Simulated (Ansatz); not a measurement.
## NiMoIrPdW in Ansatz: the effect of functional

The system is NiMoIrPdW.

```
Ni Mo Pd Ir W
1.0
     2.76616    0.00000    0.00000
    -1.38308    2.39557    0.00000
     0.00000    0.00000   11.02292
Ni Mo Pd Ir W
1 1 1 1 1
Direct
  0.33333 0.66667 0.59712
  0.00000 0.00000 0.41074
  0.66667 0.33333 0.79520
  0.66667 0.33333 0.19960
  0.33333 0.66667 0.99734
```

The cell was built by a generator and needn't be a form met in nature.

Alike in all runs:

```yaml
Program: Ansatz 0.2.0
Task: band structure
Potentials_or_basis: Ansatz PAW
Cutoff: "420 eV (not typed: the program's choice for these potentials)"
k_mesh: 11 × 11 × 3
Occupations: fermi-dirac, width 0.05 eV
Spin: collinear spin, ferromagnetic start
Starting_moments: "[1.0, 1.0, 0.0, 0.6, 0.0] μB"
```

```tsv
functional	pressure (GPa)	largest force (eV/Å)
PBEsol	-9.0	0.17
RPBE	4.2	0.18
BLYP	11.4	0.25
LDA	?	?
```

Task: What does the run with functional LDA give?

Result: Pressure -14.4 GPa; largest force 0.16 eV/Å.

Caveats: the PAW data sets come from PBE, with cores solved anew for the run's functional, which leaves a small shift of forces and pressure; the starting moments weren't kept.

Runs at the PBE level aren't shown here.
